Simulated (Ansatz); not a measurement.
# CH3BFN: shift of H5 from C3 to N4, part 2 of 2

Aim: the minimum-energy path and barrier of the shift of H5 from C3 to N4. The ends are relaxed first, then joined by a nudged elastic band. SMILES of the start: FB1CN1.

Ansatz 0.2.0; UKS CAM-B3LYP/cc-pVDZ. The steps go on from the part before.

## (6) Frequencies at the highest image

The geometry is the highest inner image of the first converged band.

Input file input.yaml:

```yaml
crystal:
  periodic: [false, false, false]
  atoms:
    - { symbol: F, position_ang: [-1.177921, -1.704814, 0.414807] }
    - { symbol: B, position_ang: [-0.397292, -0.660324, 0.220961] }
    - { symbol: C, position_ang: [0.622184, 0.249655, 0.810628] }
    - { symbol: "N", position_ang: [-0.23744, 0.256285, -0.893339] }
    - { symbol: H, position_ang: [0.737473, 0.863629, -0.346127] }
    - { symbol: H, position_ang: [0.082254, 1.082206, 1.305525] }
    - { symbol: H, position_ang: [0.432041, -0.154538, -1.558157] }
magnetization:
  spin_polarized: true
basis:
  gaussian: { orbitals: cc-pVDZ }
hamiltonian:
  xc: cam_b3lyp
phonons: {}
```

Launch:

```bash
ansatz run input.yaml --threads 2 --pin off --max-ram 3072MiB --backend cpu --events-out ev --progress --plain --runs-dir out
```

The program printed, cut to the lines that bear on the results:

```text
Warning: RAYON_NUM_THREADS=2 ignored (pool sized by the plan → 2); use --threads N
[...]
Functional definition: CAM-B3LYP
[...]
754 factors; integrals over basis functions are off by at most 3.2e-4 eV
247 factors; integrals over basis functions are off by at most 7.2e-7 eV
[...]
mean field -5964.41927966 eV, -219.1883656989 hartree, gradient 3.1e-5 eV, S^2 0.000000; 1 other end points of the search recorded, 0 dependent functions left out
[...]
reference -5964.41937268 eV, -219.1883691174 hartree; 15, 15 occupied and 56, 56 virtual orbitals, 754 factors
[...]
754 factors; integrals over basis functions are off by at most 3.2e-4 eV
247 factors; integrals over basis functions are off by at most 7.2e-7 eV
mean field -5964.41922586 eV, -219.1883637219 hartree, gradient 2.5e-6 eV, S^2 0.000000; 0 other end points of the search recorded, 0 dependent functions left out
[...]
reference -5964.41931888 eV, -219.1883671402 hartree; 15, 15 occupied and 56, 56 virtual orbitals, 754 factors
[...]
WARN: phonons: modes at or below zero, which the zero-point energy, F, S and C_V leave out: 1, the lowest at -1340.98 cm⁻¹. A minimum has none, and a first-order saddle one
Total energy: -5964.41937268 eV, -219.1883691174 hartree
Atom 0 at    -1.177921    -1.704814     0.414807 Å, force     0.000070     0.000118     0.000025 eV/Å
Atom 1 at    -0.397292    -0.660324     0.220961 Å, force    -0.000028    -0.000134     0.000092 eV/Å
Atom 2 at     0.622184     0.249655     0.810628 Å, force    -0.000154     0.000023    -0.000142 eV/Å
Atom 3 at    -0.237440     0.256285    -0.893339 Å, force     0.000041    -0.000019    -0.000073 eV/Å
Atom 4 at     0.737473     0.863629    -0.346127 Å, force     0.000036     0.000007     0.000072 eV/Å
Atom 5 at     0.082254     1.082206     1.305525 Å, force     0.000035    -0.000009     0.000091 eV/Å
Atom 6 at     0.432041    -0.154538    -1.558157 Å, force    -0.000000     0.000014    -0.000065 eV/Å
Dipole moment:     0.053023     0.072348    -0.207228 e Å
Vibrations: -1340.98 398.22 444.45 576.87 723.09 788.67 862.45 910.83 1105.67 1200.52 1545.72 1611.53 2194.90 3064.65 3452.41 cm⁻¹, zero-point energy 1.170408 eV
```

Wall time 32 s (2 threads of Intel Xeon 6975P-C (Granite Rapids), shared host); peak memory 0.2 GiB.

Of 15 modes, 1 is imaginary by more than 30 cm⁻¹ (1341i cm⁻¹).

## (7) Dynamics from the top

It starts at the highest inner image of the first converged band: 200 steps of 0.5 fs at constant energy, with velocities drawn for 300 K.

Edit input.yaml of step 6 so:

```diff
@@ -16,2 +16,8 @@
   xc: cam_b3lyp
-phonons: {}
+md:
+  timestep: 0.5
+  n_steps: 200
+  ensemble: nve
+  temperature: 300.0
+  initial_velocities: maxwell_boltzmann
+  seed: 7024
```

Launch:

```bash
ansatz run input.yaml --threads 2 --pin off --max-ram 3072MiB --backend cpu --events-out ev --progress --plain --runs-dir out
```

The program printed, cut to the lines that bear on the results:

```text
Warning: RAYON_NUM_THREADS=2 ignored (pool sized by the plan → 2); use --threads N
[...]
[... 1 set-up line as earlier in the session ...]
[...]
754 factors; integrals over basis functions are off by at most 3.2e-4 eV
247 factors; integrals over basis functions are off by at most 7.2e-7 eV
[...]
mean field -5964.41927966 eV, -219.1883656989 hartree, gradient 3.1e-5 eV, S^2 0.000000; 1 other end points of the search recorded, 0 dependent functions left out
[...]
reference -5964.41937268 eV, -219.1883691174 hartree; 15, 15 occupied and 56, 56 virtual orbitals, 754 factors
md step     0: t =     0.00 fs  T =   300.0 K  F+E_penalty+E_count = -5964.41927966 eV  E_kin = 0.193890 eV  conserved = -5964.22538966 eV  (43 SCF iters)
[...]
md step    24: t =    12.00 fs  T =  2598.7 K  F+E_penalty+E_count = -5965.90640807 eV  E_kin = 1.679511 eV  conserved = -5964.22689706 eV  (37 SCF iters)
[...]
md step    48: t =    24.00 fs  T =  1999.6 K  F+E_penalty+E_count = -5965.51631463 eV  E_kin = 1.292361 eV  conserved = -5964.22395410 eV  (37 SCF iters)
[...]
md step    72: t =    36.00 fs  T =  3609.6 K  F+E_penalty+E_count = -5966.56104790 eV  E_kin = 2.332886 eV  conserved = -5964.22816193 eV  (33 SCF iters)
[...]
md step    96: t =    48.00 fs  T =  1819.8 K  F+E_penalty+E_count = -5965.40274539 eV  E_kin = 1.176141 eV  conserved = -5964.22660403 eV  (36 SCF iters)
md step    97: t =    48.50 fs  T =  1888.8 K  F+E_penalty+E_count = -5965.44859139 eV  E_kin = 1.220721 eV  conserved = -5964.22787049 eV  (37 SCF iters)
```

## (8) The log goes on: dynamics from the highest image of the converged band

The log, continued, cut to the lines that bear on the results:

```text
md step    98: t =    49.00 fs  T =  1919.6 K  F+E_penalty+E_count = -5965.46878285 eV  E_kin = 1.240637 eV  conserved = -5964.22814600 eV  (36 SCF iters)
[...]
md step   123: t =    61.50 fs  T =  3686.9 K  F+E_penalty+E_count = -5966.61042379 eV  E_kin = 2.382875 eV  conserved = -5964.22754901 eV  (33 SCF iters)
[...]
md step   148: t =    74.00 fs  T =  1395.0 K  F+E_penalty+E_count = -5965.12479127 eV  E_kin = 0.901603 eV  conserved = -5964.22318822 eV  (36 SCF iters)
[...]
md step   173: t =    86.50 fs  T =  1819.3 K  F+E_penalty+E_count = -5965.39891897 eV  E_kin = 1.175802 eV  conserved = -5964.22311647 eV  (34 SCF iters)
[...]
md step   198: t =    99.00 fs  T =  2347.5 K  F+E_penalty+E_count = -5965.74146757 eV  E_kin = 1.517208 eV  conserved = -5964.22425936 eV  (35 SCF iters)
md step   199: t =    99.50 fs  T =  2664.4 K  F+E_penalty+E_count = -5965.94725334 eV  E_kin = 1.722026 eV  conserved = -5964.22522741 eV  (35 SCF iters)
[...]
md step   200: t =   100.00 fs  T =  2992.5 K  F+E_penalty+E_count = -5966.16051989 eV  E_kin = 1.934047 eV  conserved = -5964.22647336 eV  (31 SCF iters)
Total energy: -5966.16061574 eV, -219.2523586195 hartree
Atom 0 at    -1.254181    -1.734347     0.506184 Å, force     2.090896     1.610233    -0.702895 eV/Å
Atom 1 at    -0.311266    -0.768438     0.153720 Å, force    -1.403906    -0.926308    -0.213977 eV/Å
Atom 2 at     0.528550     0.418358     0.587554 Å, force     1.226448     1.238944     1.402454 eV/Å
Atom 3 at    -0.093229     0.151928    -0.891552 Å, force     0.552383     1.315388     2.571218 eV/Å
Atom 4 at     1.555125     1.015019     0.818263 Å, force    -1.682880    -2.401105    -1.324165 eV/Å
Atom 5 at    -0.091035     0.930583     1.396589 Å, force    -0.328093     0.046515    -1.278579 eV/Å
Atom 6 at    -0.585785     1.001680    -1.181491 Å, force    -0.454848    -0.883665    -0.454055 eV/Å
Dipole moment:     0.005555     0.393725     0.045432 e Å
```

Wall time 3.6 min (2 threads of Intel Xeon 6975P-C (Granite Rapids), shared host); peak memory 0.2 GiB.

## (9) Frames and traces

One step in 11; energies are changes from step 0:

```tsv
time (fs)	T (K)	potential energy change (meV/atom)	total energy change (meV/atom)	H5–C3 (Å)	H5–N4 (Å)
0.0	300	0.0	0.00	1.31	1.27
5.5	415	-10.5	0.14	1.21	1.41
11.0	2216	-177.1	-0.13	1.10	1.93
16.5	2741	-225.6	-0.20	1.26	2.71
22.0	2276	-182.7	-0.19	1.13	2.79
27.5	2086	-165.1	-0.17	1.15	2.53
33.0	2913	-241.4	-0.09	1.10	2.16
38.5	3260	-273.5	-0.23	1.23	2.07
44.0	2400	-194.2	-0.34	1.13	2.10
49.5	1901	-148.2	-0.34	1.13	2.30
55.0	1777	-136.6	-0.26	1.12	2.41
60.5	3727	-317.0	-0.55	1.15	2.47
66.0	2438	-197.6	-0.17	1.13	2.34
71.5	1900	-148.1	-0.35	1.16	2.02
77.0	2354	-189.8	-0.09	1.19	1.87
82.5	3886	-332.0	-0.92	1.14	2.22
88.0	1781	-136.7	0.09	1.26	2.61
93.5	1488	-110.4	-0.73	1.05	2.56
99.0	2348	-188.9	0.16	1.27	2.62
100.0	2992	-248.7	-0.15	1.21	2.53
```

time (fs), T (K) and a bar:
```
      0.0        300 
      4.5        272 
      8.5        974 ######
     13.0       2817 #####################
     17.5       2575 ###################
     21.5       2306 #################
     26.0       2028 ###############
     30.5       2119 ###############
     35.0       3437 ##########################
     39.0       3095 #######################
     43.5       2436 ##################
     48.0       1820 #############
     52.0       1379 #########
     56.5       2133 ###############
     61.0       3737 #############################
     65.0       2769 #####################
     69.5       1754 ############
     74.0       1395 #########
     78.5       3044 #######################
     82.5       3886 ##############################
     87.0       1745 ############
     91.5       1051 ######
     95.5       1559 ###########
    100.0       2992 #######################
```

The last frame stands with the bonds of end A.

## (10) A trajectory let go at the top

It starts at the highest inner image of the first converged band: 200 steps of 0.5 fs at constant energy, with velocities drawn for 100 K.

Edit input.yaml of step 7 so:

```diff
@@ -20,4 +20,4 @@
   ensemble: nve
-  temperature: 300.0
+  temperature: 100.0
   initial_velocities: maxwell_boltzmann
-  seed: 7024
+  seed: 7025
```

Launch:

```bash
ansatz run input.yaml --threads 2 --pin off --max-ram 3072MiB --backend cpu --events-out ev --progress --plain --runs-dir out
```

The program printed, cut to the lines that bear on the results:

```text
Warning: RAYON_NUM_THREADS=2 ignored (pool sized by the plan → 2); use --threads N
[...]
[... 1 set-up line as earlier in the session ...]
[...]
754 factors; integrals over basis functions are off by at most 3.2e-4 eV
247 factors; integrals over basis functions are off by at most 7.2e-7 eV
[...]
mean field -5964.41927966 eV, -219.1883656989 hartree, gradient 3.1e-5 eV, S^2 0.000000; 1 other end points of the search recorded, 0 dependent functions left out
[...]
reference -5964.41937268 eV, -219.1883691174 hartree; 15, 15 occupied and 56, 56 virtual orbitals, 754 factors
md step     0: t =     0.00 fs  T =   100.0 K  F+E_penalty+E_count = -5964.41927966 eV  E_kin = 0.064630 eV  conserved = -5964.35464966 eV  (43 SCF iters)
[...]
md step    24: t =    12.00 fs  T =   173.2 K  F+E_penalty+E_count = -5964.46622485 eV  E_kin = 0.111909 eV  conserved = -5964.35431635 eV  (39 SCF iters)
[...]
md step    48: t =    24.00 fs  T =  1067.3 K  F+E_penalty+E_count = -5965.04451970 eV  E_kin = 0.689779 eV  conserved = -5964.35474064 eV  (46 SCF iters)
[...]
md step    72: t =    36.00 fs  T =  1347.9 K  F+E_penalty+E_count = -5965.22619020 eV  E_kin = 0.871127 eV  conserved = -5964.35506313 eV  (64 SCF iters)
[...]
md step    96: t =    48.00 fs  T =   930.1 K  F+E_penalty+E_count = -5964.95651634 eV  E_kin = 0.601153 eV  conserved = -5964.35536332 eV  (55 SCF iters)
md step    97: t =    48.50 fs  T =   935.9 K  F+E_penalty+E_count = -5964.96018063 eV  E_kin = 0.604885 eV  conserved = -5964.35529528 eV  (55 SCF iters)
```

## (11) More of the same log: dynamics from the highest image of the converged band

Output, continued, cut to the lines that bear on the results:

```text
md step    98: t =    49.00 fs  T =   929.8 K  F+E_penalty+E_count = -5964.95608138 eV  E_kin = 0.600933 eV  conserved = -5964.35514819 eV  (55 SCF iters)
[...]
md step   123: t =    61.50 fs  T =   927.6 K  F+E_penalty+E_count = -5964.95437328 eV  E_kin = 0.599524 eV  conserved = -5964.35484903 eV  (51 SCF iters)
[...]
md step   148: t =    74.00 fs  T =  1623.2 K  F+E_penalty+E_count = -5965.40395068 eV  E_kin = 1.049046 eV  conserved = -5964.35490457 eV  (50 SCF iters)
[...]
md step   173: t =    86.50 fs  T =  1236.6 K  F+E_penalty+E_count = -5965.15407088 eV  E_kin = 0.799209 eV  conserved = -5964.35486223 eV  (56 SCF iters)
[...]
md step   198: t =    99.00 fs  T =  1505.0 K  F+E_penalty+E_count = -5965.32867262 eV  E_kin = 0.972649 eV  conserved = -5964.35602327 eV  (48 SCF iters)
md step   199: t =    99.50 fs  T =  1502.0 K  F+E_penalty+E_count = -5965.32677057 eV  E_kin = 0.970746 eV  conserved = -5964.35602448 eV  (48 SCF iters)
[...]
md step   200: t =   100.00 fs  T =  1472.4 K  F+E_penalty+E_count = -5965.30750352 eV  E_kin = 0.951612 eV  conserved = -5964.35589151 eV  (88 SCF iters)
Total energy: -5965.30760390 eV, -219.2210110125 hartree
Atom 0 at    -1.074023    -1.491215     0.409277 Å, force    -0.257735    -0.573494     0.118446 eV/Å
Atom 1 at    -0.308880    -0.415042     0.160021 Å, force     0.335712     0.429599    -0.824368 eV/Å
Atom 2 at     0.570567     0.028296     1.321851 Å, force     0.417333     0.165285    -0.078234 eV/Å
Atom 3 at    -0.317849     0.104732    -1.209210 Å, force    -0.253378    -0.156395     1.089212 eV/Å
Atom 4 at    -0.602268    -0.694178    -1.785144 Å, force    -0.326843     0.573443    -0.263614 eV/Å
Atom 5 at     1.549993    -0.384090     1.654784 Å, force    -0.531969     0.243166    -0.121307 eV/Å
Atom 6 at    -0.869943     0.956879    -1.412926 Å, force     0.616879    -0.681604     0.079864 eV/Å
Dipole moment:     0.017613     0.061613    -0.237239 e Å
```

It took 4.3 min on 2 threads of Intel Xeon 6975P-C (Granite Rapids), shared host; peak memory 0.21 GiB.

## (12) Frames and traces

One step in 8; energies are changes from step 0:

```tsv
time (fs)	T (K)	potential energy change (meV/atom)	total energy change (meV/atom)	H5–C3 (Å)	H5–N4 (Å)
0.0	100	0.0	0.00	1.31	1.27
4.0	60	3.7	0.03	1.33	1.27
8.0	44	5.2	0.05	1.34	1.24
12.0	173	-6.7	0.05	1.40	1.17
16.0	538	-40.4	0.00	1.59	1.05
20.0	938	-77.4	-0.06	1.91	1.04
24.0	1067	-89.3	-0.01	2.26	1.04
28.0	1126	-94.7	0.00	2.56	1.01
32.0	1197	-101.3	0.00	2.78	1.06
36.0	1348	-115.3	-0.06	2.82	1.01
40.0	884	-72.3	0.03	2.83	1.05
44.0	686	-54.1	0.03	2.83	1.02
48.0	930	-76.7	-0.10	2.94	1.03
52.0	831	-67.5	-0.04	3.08	1.04
56.0	693	-54.7	0.02	3.16	1.00
60.0	795	-64.2	0.04	3.28	1.04
64.0	1110	-93.3	-0.02	3.31	1.00
68.0	1267	-107.8	-0.02	3.38	1.04
72.0	1456	-125.2	-0.03	3.39	1.02
76.0	1750	-152.4	-0.07	3.42	1.02
80.0	1673	-145.3	-0.06	3.51	1.03
84.0	1483	-127.7	-0.09	3.58	1.01
88.0	1051	-87.9	-0.04	3.65	1.04
92.0	623	-48.2	0.12	3.60	0.99
96.0	1128	-94.9	-0.03	3.56	1.05
100.0	1472	-126.9	-0.18	3.40	1.03
```

time (fs), T (K) and a bar:
```
      0.0        100 #
      4.5         59 
      8.5         51 
     13.0        235 ###
     17.5        702 ############
     21.5        995 #################
     26.0       1113 ###################
     30.5       1133 ###################
     35.0       1355 #######################
     39.0       1044 ##################
     43.5        679 ###########
     48.0        930 ################
     52.0        831 ##############
     56.5        705 ############
     61.0        878 ###############
     65.0       1164 ####################
     69.5       1283 ######################
     74.0       1623 ############################
     78.5       1744 ##############################
     82.5       1546 ###########################
     87.0       1175 ####################
     91.5        632 ##########
     95.5       1046 ##################
    100.0       1472 #########################
```

The last frame stands with a bonding of neither end.

## (13) Outcome

The summary covers parts 1 to 2.

```
                         quantity                                     value
                            end A                  11 moves, 1.988 eV lower
                            end B                   9 moves, 2.844 eV lower
                 barrier forwards                                   3.01 eV
                barrier backwards                                   1.70 eV
     second end relative to first                                 +1.309 eV
                    highest image                    5 of 0 to 10, climbing
                  band iterations                                        23
       imaginary modes at the top                                1341i cm⁻¹
trajectory at 300 K, after 100 fs        with the bonds of end A, at 2992 K
trajectory at 100 K, after 100 fs  with a bonding of neither end, at 1472 K
```

In words: The top lies 3.01 eV above the first end, or 116 kT at room temperature; with a typical attempt rate of 10^13 per second that is roughly 10^-38 events a second. The second end lies 1.31 eV above the first, so the way back costs 1.70 eV. By distance, end A alone has C3–H5 and end B alone has N4–H5. One imaginary mode, as a first-order saddle point has. These are electronic energies, with no zero-point or thermal terms. Tunnelling, which matters where hydrogen moves, is missing too.
